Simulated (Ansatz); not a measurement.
# Cd3O2: the cost of one run

Program: Ansatz 0.2.0. Level of theory: DFT PBE, scalar-relativistic, plane waves, PAW, unless a step names another level. These are calculated values, not measurements.

3 further runs of the same task are left out: 2 that didn't finish, 1 set aside as unsound or not needed. Runs told in other sessions of the task aren't counted.

## (1) Starting point

The structure is trigonal, space group R-3m (No. 166). The conventional cell has a = 3.366 Å, b = 3.366 Å, c = 23.739 Å, α = 90.00°, β = 90.00°, γ = 120.00°. Cd (site symmetry 3m) is surrounded by 3 O at 2.41 Å. Cd (site symmetry -3m) has 6 O at 2.38 Å in its first shell of neighbours. O (site symmetry 3m) is surrounded by 6 Cd at 2.38 to 2.41 Å.

Structure file:

```
Cd O
1.0
     1.68315    0.97176    7.91314
    -1.68315    0.97176    7.91314
     0.00000   -1.94353    7.91314
Cd O
3 2
Direct
  0.78448 0.78448 0.78448
  0.21552 0.21552 0.21552
  0.00000 0.00000 0.00000
  0.39140 0.39140 0.39140
  0.60860 0.60860 0.60860
```

It came out lowest among 35 distinct ends of the trial cells. At a tolerance of 0.05 Å it has space group R-3m (No. 166).

## (2) A stricter relaxation, on the response runs' mesh and smearing

The input, input.yaml:

```yaml
crystal:
  lattice:
    - [1.6831462692, 0.9717649516, 7.9131378824]
    - [-1.6831462692, 0.9717649516, 7.9131378824]
    - [0.0, -1.9435299032, 7.9131378824]
  atoms:
    - { symbol: Cd, position: [0.784484883, 0.784484883, 0.784484883] }
    - { symbol: Cd, position: [0.215515117, 0.215515117, 0.215515117] }
    - { symbol: Cd, position: [0.0, 0.0, 0.0] }
    - { symbol: O, position: [0.3914011731, 0.3914011731, 0.3914011731] }
    - { symbol: O, position: [0.6085988269, 0.6085988269, 0.6085988269] }
basis:
  ecutwfc: 420
kpoints:
  mp_grid: { grid: [12, 12, 12] }
hamiltonian:
  xc: pbe
scf:
  occupations: { method: gaussian, width: 0.1 }
output:
  forces: true
  stress: true
  eigenvalues: true
relax:
  adjacent_minimum: "off"
  f_tol: 0.001
  max_steps: 60
  cell: { stress_tol: 0.01 }
```

Started as:

```bash
ansatz run input.yaml --threads 3 --pin off --max-ram 7680MiB --backend cpu --events-out ev --progress --plain --runs-dir out
```

**Question.** How long does this run take on 3 threads of Arm Neoverse V2, shared host, and how much memory does it need?

About 45 s, with a peak of 0.7 GiB.
